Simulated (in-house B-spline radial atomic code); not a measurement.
**W¹⁰⁺: binding energies from hole states**

Aim: binding energies of the shells of W¹⁰⁺, from runs with electrons taken out, set against the orbital energies of the parent.

The numbers are computed with in-house B-spline radial atomic code version 1 (Dirac-Hartree-Fock, average of configuration, Fermi nucleus, basis-set limit), except any that are marked as measured or tabulated.

### 1 The system

* element: tungsten (Z = 74)
* charge: +10
* electrons: 64
* configuration: [Kr] 4d10 4f14 5s2 5p2
* Hamiltonian: Dirac-Coulomb
* nucleus: Fermi, rms radius 5.366 fm

The outer shells:

[Kr] 4d10 4f14 5s2 5p2
```
[Kr] core
4d [↑↓][↑↓][↑↓][↑↓][↑↓]
4f [↑↓][↑↓][↑↓][↑↓][↑↓][↑↓][↑↓]
5s [↑↓]
5p [↑ ][↑ ][  ]
```

The boxes draw the filling by Hund's rule, which heavy ions in jj coupling don't follow; these runs average over all states of the configuration.

Input settings:

```ini
Z = 74
electrons = 64.0
configuration = [Kr] 4d10 4f14 5s2 5p2
hamiltonian = dirac
method = hf
spin_polarised = False
nucleus = fermi
rms_radius = 5.3658
mass_number = 184
atomic_mass = 183.95093318
speed_of_light = 137.035999084
```

This reference run was done before. Its total energy is -16126.654929 hartree, and its levels are (the highest eight at most):

```tsv
orbital	occupation	energy (eV)	<r> (bohr)
4p3/2	4	-615.44	0.4871
4d3/2	4	-444.62	0.5033
4d5/2	6	-431.57	0.5143
5s1/2	2	-240.95	1.013
4f5/2	6	-214.74	0.5707
4f7/2	8	-212.33	0.5780
5p1/2	0.666667	-209.43	1.077
5p3/2	1.33333	-196.75	1.141
```

### 2 The 4d3/2 hole

In configurations, a minus sign after the shell means j = l − 1/2 and a plus sign j = l + 1/2; the count of electrons follows.

Changes to the settings of step 1:

```diff
@@ -1,4 +1,4 @@
 Z = 74
-electrons = 64.0
-configuration = [Kr] 4d10 4f14 5s2 5p2
+electrons = 63.0
+configuration = 1s2 2s2 2p6 3s2 3p6 3d10 4s2 4p6 4d-3 4d+6 4f14 5s2 5p2
 hamiltonian = dirac
```

From the run's result record (rounded, not every field):

```text
{
  "status": "converged",
  "scf [iteration, energy, orbital gradient]": [
    [1, -16021.475193, 2.0],
    [2, -16068.9906109, 2.02],
    [3, -16108.3565192, 0.405],
    [4, -16110.4456136, 0.131],
    [5, -16110.5307652, 0.039],
    [6, -16110.5460708, 0.0202],
    [7, -16110.5506608, 0.000754],
    [8, -16110.5506634, 0.000172],
    [9, -16110.5506637, 6.99e-06],
    [10, -16110.5506637, 2.2e-07]
  ],
  "energy [hartree]": {"total": -16110.5506637, "kinetic": 18142.0541002, "nuclear": -39775.6938303, "coulomb": 5832.17321598, "exact_exchange": -309.084149548},
  "breit [hartree]": {"gaunt": 19.17825, "retardation": -2.029254, "frequency_dependence": -0.3330498},
  "qed [hartree]": {"self_energy": 14.00912, "uehling": -2.629353, "wichmann_kroll": 0.1044092},
  "recoil [hartree]": 0.02973175,
  "total_with_corrections [hartree]": -16082.2208115,
  "orbitals [hartree, bohr; first row names the columns]": [
    ["name", "occ", "eps", "<r>"],
    ["1s1/2", 2.0, -2579.1413, 0.018346],
    ["2s1/2", 2.0, -456.54818, 0.076882],
    ["2p1/2", 2.0, -435.9742, 0.063718],
    ["2p3/2", 4.0, -386.17607, 0.071633],
    ["3s1/2", 2.0, -113.14004, 0.19999],
    ["3p1/2", 2.0, -104.01572, 0.19031],
    ["3p3/2", 4.0, -93.074631, 0.20486],
    ["3d3/2", 4.0, -77.924213, 0.17983],
    ["3d5/2", 6.0, -75.613548, 0.18408],
    ["4s1/2", 2.0, -30.287762, 0.4484],
    ["4p1/2", 2.0, -26.338955, 0.45443],
    ["4p3/2", 4.0, -23.893721, 0.48502],
    ["4d3/2", 3.0, -17.610211, 0.49937],
    ["4d5/2", 6.0, -17.143937, 0.51014],
    ["4f5/2", 6.0, -9.05676, 0.55696],
    ["4f7/2", 8.0, -9.0583811, 0.56164],
    ["5s1/2", 2.0, -9.7916712, 0.99288],
    ["5p1/2", 0.66667, -8.5926792, 1.0513],
    ["5p3/2", 1.3333, -8.0998312, 1.1106]
  ],
  "sum_r [bohr^k]": {"-1": 537.5389, "1": 24.33524, "2": 15.59114},
  "energy_minus_base [hartree]": 16.1042651,
  "energy_minus_base_with_corrections [hartree]": 16.0881428
}
```

Wall time 1.5 s (1 thread, shared host).

energy_minus_base is the energy less that of the reference run.

### 3 The 4d5/2 hole

Changes to the settings of step 2:

```diff
@@ -2,3 +2,3 @@
 electrons = 63.0
-configuration = 1s2 2s2 2p6 3s2 3p6 3d10 4s2 4p6 4d-3 4d+6 4f14 5s2 5p2
+configuration = 1s2 2s2 2p6 3s2 3p6 3d10 4s2 4p6 4d-4 4d+5 4f14 5s2 5p2
 hamiltonian = dirac
```

Results of the run:

```text
{
  "status": "converged",
  "scf [iteration, energy, orbital gradient]": [
    [1, -16022.322505, 1.96],
    [2, -16069.5992184, 2.01],
    [3, -16108.8376701, 0.404],
    [4, -16110.9138365, 0.13],
    [5, -16110.9987079, 0.039],
    [6, -16111.0138516, 0.0199],
    [7, -16111.0183883, 0.000748],
    [8, -16111.018391, 0.000168],
    [9, -16111.0183913, 6.43e-06],
    [10, -16111.0183913, 1.68e-07]
  ],
  "energy [hartree]": {"total": -16111.0183913, "kinetic": 18143.4726219, "nuclear": -39778.4399055, "coulomb": 5833.08243879, "exact_exchange": -309.133546497},
  "breit [hartree]": {"gaunt": 19.18753, "retardation": -2.029319, "frequency_dependence": -0.3327327},
  "qed [hartree]": {"self_energy": 14.00781, "uehling": -2.629335, "wichmann_kroll": 0.1044085},
  "recoil [hartree]": 0.02973024,
  "total_with_corrections [hartree]": -16082.6803044,
  "orbitals [hartree, bohr; first row names the columns]": [
    ["name", "occ", "eps", "<r>"],
    ["1s1/2", 2.0, -2579.1035, 0.018346],
    ["2s1/2", 2.0, -456.51866, 0.076883],
    ["2p1/2", 2.0, -435.97753, 0.063722],
    ["2p3/2", 4.0, -386.12546, 0.071632],
    ["3s1/2", 2.0, -113.12164, 0.19999],
    ["3p1/2", 2.0, -104.00886, 0.19033],
    ["3p3/2", 4.0, -93.04998, 0.20485],
    ["3d3/2", 4.0, -77.954066, 0.1796],
    ["3d5/2", 6.0, -75.562615, 0.18431],
    ["4s1/2", 2.0, -30.279266, 0.44844],
    ["4p1/2", 2.0, -26.480455, 0.45442],
    ["4p3/2", 4.0, -23.813833, 0.48522],
    ["4d3/2", 4.0, -17.622871, 0.49957],
    ["4d5/2", 5.0, -17.124324, 0.51016],
    ["4f5/2", 6.0, -9.1391415, 0.55553],
    ["4f7/2", 8.0, -8.9856105, 0.56331],
    ["5s1/2", 2.0, -9.7903136, 0.99302],
    ["5p1/2", 0.66667, -8.6004652, 1.0505],
    ["5p3/2", 1.3333, -8.0951368, 1.1112]
  ],
  "sum_r [bohr^k]": {"-1": 537.576, "1": 24.33202, "2": 15.58955},
  "energy_minus_base [hartree]": 15.6365375,
  "energy_minus_base_with_corrections [hartree]": 15.6286499
}
```

Run time: 1.5 s. Hardware: 1 thread, shared host.

### 4 The 4f5/2 hole

Changes to the settings of step 3:

```diff
@@ -2,3 +2,3 @@
 electrons = 63.0
-configuration = 1s2 2s2 2p6 3s2 3p6 3d10 4s2 4p6 4d-4 4d+5 4f14 5s2 5p2
+configuration = 1s2 2s2 2p6 3s2 3p6 3d10 4s2 4p6 4d10 4f-5 4f+8 5s2 5p2
 hamiltonian = dirac
```

Results of the run:

```text
{
  "status": "converged",
  "scf [iteration, energy, orbital gradient]": [
    [1, -16037.100044, 1.94],
    [2, -16081.7342101, 1.91],
    [3, -16116.9863507, 0.383],
    [4, -16118.8638911, 0.123],
    [5, -16118.9394291, 0.0382],
    [6, -16118.9550028, 0.0177],
    [7, -16118.9585647, 0.000716],
    [8, -16118.9585668, 0.000155],
    [9, -16118.958567, 5.75e-06],
    [10, -16118.958567, 1.7e-07]
  ],
  "energy [hartree]": {"total": -16118.958567, "kinetic": 18151.30467, "nuclear": -39799.0053486, "coulomb": 5838.8067685, "exact_exchange": -310.064656899},
  "breit [hartree]": {"gaunt": 19.2013, "retardation": -2.032402, "frequency_dependence": -0.3328612},
  "qed [hartree]": {"self_energy": 14.00804, "uehling": -2.629196, "wichmann_kroll": 0.104403},
  "recoil [hartree]": 0.02972289,
  "total_with_corrections [hartree]": -16090.6095637,
  "orbitals [hartree, bohr; first row names the columns]": [
    ["name", "occ", "eps", "<r>"],
    ["1s1/2", 2.0, -2578.8195, 0.018346],
    ["2s1/2", 2.0, -456.28643, 0.076892],
    ["2p1/2", 2.0, -435.71662, 0.063728],
    ["2p3/2", 4.0, -385.89736, 0.071644],
    ["3s1/2", 2.0, -113.03975, 0.20005],
    ["3p1/2", 2.0, -103.89969, 0.19037],
    ["3p3/2", 4.0, -92.976855, 0.20494],
    ["3d3/2", 4.0, -77.811011, 0.17963],
    ["3d5/2", 6.0, -75.493046, 0.1842],
    ["4s1/2", 2.0, -30.271604, 0.44857],
    ["4p1/2", 2.0, -26.400683, 0.45457],
    ["4p3/2", 4.0, -23.863263, 0.48526],
    ["4d3/2", 4.0, -17.494359, 0.50012],
    ["4d5/2", 6.0, -17.096081, 0.51066],
    ["4f5/2", 5.0, -9.0840278, 0.55685],
    ["4f7/2", 8.0, -9.0197432, 0.56285],
    ["5s1/2", 2.0, -9.7783811, 0.99387],
    ["5p1/2", 0.66667, -8.5816922, 1.0523],
    ["5p3/2", 1.3333, -8.0893226, 1.1119]
  ],
  "sum_r [bohr^k]": {"-1": 537.8539, "1": 24.29945, "2": 15.53758},
  "energy_minus_base [hartree]": 7.69636174,
  "energy_minus_base_with_corrections [hartree]": 7.69939058
}
```

It took 1.5 s on 1 thread, shared host.

### 5 The 4f7/2 hole

Changes to the settings of step 4:

```diff
@@ -2,3 +2,3 @@
 electrons = 63.0
-configuration = 1s2 2s2 2p6 3s2 3p6 3d10 4s2 4p6 4d10 4f-5 4f+8 5s2 5p2
+configuration = 1s2 2s2 2p6 3s2 3p6 3d10 4s2 4p6 4d10 4f-6 4f+7 5s2 5p2
 hamiltonian = dirac
```

Results of the run:

```text
{
  "status": "converged",
  "scf [iteration, energy, orbital gradient]": [
    [1, -16037.2688659, 1.94],
    [2, -16081.8343629, 1.91],
    [3, -16117.0717224, 0.382],
    [4, -16118.946512, 0.123],
    [5, -16119.021818, 0.038],
    [6, -16119.0373782, 0.0176],
    [7, -16119.0409068, 0.000719],
    [8, -16119.0409088, 0.000157],
    [9, -16119.040909, 5.63e-06],
    [10, -16119.040909, 1.44e-07]
  ],
  "energy [hartree]": {"total": -16119.0409091, "kinetic": 18151.5369569, "nuclear": -39799.7489074, "coulomb": 5839.25105674, "exact_exchange": -310.080015199},
  "breit [hartree]": {"gaunt": 19.20475, "retardation": -2.032384, "frequency_dependence": -0.3328329},
  "qed [hartree]": {"self_energy": 14.00767, "uehling": -2.62919, "wichmann_kroll": 0.1044028},
  "recoil [hartree]": 0.02972236,
  "total_with_corrections [hartree]": -16090.6887735,
  "orbitals [hartree, bohr; first row names the columns]": [
    ["name", "occ", "eps", "<r>"],
    ["1s1/2", 2.0, -2578.8091, 0.018346],
    ["2s1/2", 2.0, -456.27515, 0.076892],
    ["2p1/2", 2.0, -435.70602, 0.063729],
    ["2p3/2", 4.0, -385.88574, 0.071643],
    ["3s1/2", 2.0, -113.02935, 0.20005],
    ["3p1/2", 2.0, -103.91094, 0.19041],
    ["3p3/2", 4.0, -92.953996, 0.20493],
    ["3d3/2", 4.0, -77.838896, 0.17972],
    ["3d5/2", 6.0, -75.455684, 0.18414],
    ["4s1/2", 2.0, -30.266605, 0.44859],
    ["4p1/2", 2.0, -26.443581, 0.45462],
    ["4p3/2", 4.0, -23.835972, 0.48531],
    ["4d3/2", 4.0, -17.581751, 0.49999],
    ["4d5/2", 6.0, -17.031759, 0.51087],
    ["4f5/2", 6.0, -9.1074964, 0.55644],
    ["4f7/2", 7.0, -8.9960492, 0.56349],
    ["5s1/2", 2.0, -9.7773563, 0.99396],
    ["5p1/2", 0.66667, -8.5886102, 1.0517],
    ["5p3/2", 1.3333, -8.0853435, 1.1123]
  ],
  "sum_r [bohr^k]": {"-1": 537.864, "1": 24.29699, "2": 15.53483},
  "energy_minus_base [hartree]": 7.61401968,
  "energy_minus_base_with_corrections [hartree]": 7.62018077
}
```

Wall time 1.5 s (1 thread, shared host).

### 6 The 5s hole

Changes to the settings of step 5:

```diff
@@ -2,3 +2,3 @@
 electrons = 63.0
-configuration = 1s2 2s2 2p6 3s2 3p6 3d10 4s2 4p6 4d10 4f-6 4f+7 5s2 5p2
+configuration = 1s2 2s2 2p6 3s2 3p6 3d10 4s2 4p6 4d10 4f14 5s1 5p2
 hamiltonian = dirac
```

Results of the run:

```text
{
  "status": "converged",
  "scf [iteration, energy, orbital gradient]": [
    [1, -16034.8500251, 1.93],
    [2, -16076.5363354, 2.09],
    [3, -16115.9027541, 0.362],
    [4, -16117.7428487, 0.0643],
    [5, -16117.8118997, 0.0328],
    [6, -16117.821723, 0.0193],
    [7, -16117.8256924, 0.000751],
    [8, -16117.8257018, 2.29e-05],
    [9, -16117.8257018, 3.73e-06],
    [10, -16117.8257018, 3.43e-07]
  ],
  "energy [hartree]": {"total": -16117.8257018, "kinetic": 18147.9709253, "nuclear": -39814.0794703, "coulomb": 5859.33972727, "exact_exchange": -311.056884048},
  "breit [hartree]": {"gaunt": 19.19097, "retardation": -2.030849, "frequency_dependence": -0.3328849},
  "qed [hartree]": {"self_energy": 13.99731, "uehling": -2.627362, "wichmann_kroll": 0.1043323},
  "recoil [hartree]": 0.02969352,
  "total_with_corrections [hartree]": -16089.4944914,
  "orbitals [hartree, bohr; first row names the columns]": [
    ["name", "occ", "eps", "<r>"],
    ["1s1/2", 2.0, -2578.5536, 0.018346],
    ["2s1/2", 2.0, -455.95049, 0.076889],
    ["2p1/2", 2.0, -435.39952, 0.063724],
    ["2p3/2", 4.0, -385.57191, 0.071638],
    ["3s1/2", 2.0, -112.63499, 0.20007],
    ["3p1/2", 2.0, -103.52105, 0.19038],
    ["3p3/2", 4.0, -92.576139, 0.20493],
    ["3d3/2", 4.0, -77.451769, 0.17967],
    ["3d5/2", 6.0, -75.0947, 0.18417],
    ["4s1/2", 2.0, -29.918515, 0.45016],
    ["4p1/2", 2.0, -26.102185, 0.45577],
    ["4p3/2", 4.0, -23.540652, 0.48665],
    ["4d3/2", 4.0, -17.265263, 0.50241],
    ["4d5/2", 6.0, -16.784581, 0.51331],
    ["4f5/2", 6.0, -8.8078463, 0.56582],
    ["4f7/2", 8.0, -8.7185948, 0.57277],
    ["5s1/2", 1.0, -9.698103, 1.0006],
    ["5p1/2", 0.66667, -8.416091, 1.0635],
    ["5p3/2", 1.3333, -7.934087, 1.1253]
  ],
  "sum_r [bohr^k]": {"-1": 538.0576, "1": 24.06379, "2": 15.1301},
  "energy_minus_base [hartree]": 8.82922692,
  "energy_minus_base_with_corrections [hartree]": 8.81446287
}
```

Wall time 1.5 s (1 thread, shared host).

### 7 The 5p hole

Changes to the settings of step 6:

```diff
@@ -2,3 +2,3 @@
 electrons = 63.0
-configuration = 1s2 2s2 2p6 3s2 3p6 3d10 4s2 4p6 4d10 4f14 5s1 5p2
+configuration = 1s2 2s2 2p6 3s2 3p6 3d10 4s2 4p6 4d10 4f14 5s2 5p1
 hamiltonian = dirac
```

Results of the run:

```text
{
  "status": "converged",
  "scf [iteration, energy, orbital gradient]": [
    [1, -16036.7325144, 1.92],
    [2, -16078.3324113, 1.95],
    [3, -16117.3561487, 0.382],
    [4, -16119.2018672, 0.121],
    [5, -16119.2730433, 0.0329],
    [6, -16119.2827788, 0.0188],
    [7, -16119.287087, 0.000665],
    [8, -16119.2870905, 0.000151],
    [9, -16119.2870907, 6.62e-06],
    [10, -16119.2870907, 1.78e-07]
  ],
  "energy [hartree]": {"total": -16119.2870907, "kinetic": 18150.587191, "nuclear": -39821.7914481, "coulomb": 5863.72441982, "exact_exchange": -311.807253507},
  "breit [hartree]": {"gaunt": 19.18962, "retardation": -2.030142, "frequency_dependence": -0.3323904},
  "qed [hartree]": {"self_energy": 14.00586, "uehling": -2.62901, "wichmann_kroll": 0.1043951},
  "recoil [hartree]": 0.02970541,
  "total_with_corrections [hartree]": -16090.9490529,
  "orbitals [hartree, bohr; first row names the columns]": [
    ["name", "occ", "eps", "<r>"],
    ["1s1/2", 2.0, -2578.4936, 0.018346],
    ["2s1/2", 2.0, -455.89718, 0.076887],
    ["2p1/2", 2.0, -435.33872, 0.063725],
    ["2p3/2", 4.0, -385.5113, 0.071639],
    ["3s1/2", 2.0, -112.58454, 0.20004],
    ["3p1/2", 2.0, -103.45998, 0.19039],
    ["3p3/2", 4.0, -92.51522, 0.20494],
    ["3d3/2", 4.0, -77.391418, 0.17967],
    ["3d5/2", 6.0, -75.034313, 0.18417],
    ["4s1/2", 2.0, -29.874915, 0.44965],
    ["4p1/2", 2.0, -26.038624, 0.45595],
    ["4p3/2", 4.0, -23.47821, 0.48697],
    ["4d3/2", 4.0, -17.204898, 0.50259],
    ["4d5/2", 6.0, -16.724886, 0.51358],
    ["4f5/2", 6.0, -8.749585, 0.56667],
    ["4f7/2", 8.0, -8.6609182, 0.57372],
    ["5s1/2", 2.0, -9.5629105, 1.0028],
    ["5p1/2", 0.33333, -8.4446531, 1.0632],
    ["5p3/2", 0.66667, -7.9647189, 1.1241]
  ],
  "sum_r [bohr^k]": {"-1": 538.1619, "1": 23.97892, "2": 14.91628},
  "energy_minus_base [hartree]": 7.36783801,
  "energy_minus_base_with_corrections [hartree]": 7.35990136
}
```

It took 1.4 s on 1 thread, shared host.

### 8 Results

| hole | ΔSCF (eV) | with Breit, QED, recoil (eV) | −ε of the parent (eV) | −ε less ΔSCF (eV) |
| --- | --- | --- | --- | --- |
| 4d3/2 | 438.22 | 437.78 | 444.62 | 6.40 |
| 4d5/2 | 425.49 | 425.28 | 431.57 | 6.07 |
| 4f5/2 | 209.43 | 209.51 | 214.74 | 5.31 |
| 4f7/2 | 207.19 | 207.36 | 212.33 | 5.14 |
| 5s | 240.26 | 239.85 | 240.95 | 0.69 |
| 5p | 200.49 | 200.27 | - | - |

**Reading.** Every ΔSCF value lies below −ε, since the other electrons relax into the hole: by 6.4 eV for 4d3/2 and 5.14 eV for 4f7/2. The spin-orbit splitting of the 4f hole is 2.16 eV with those corrections. A dash stands where an open shell is averaged over j, so that no single parent level belongs to the hole. Values are for the free ion, measured from the vacuum level.
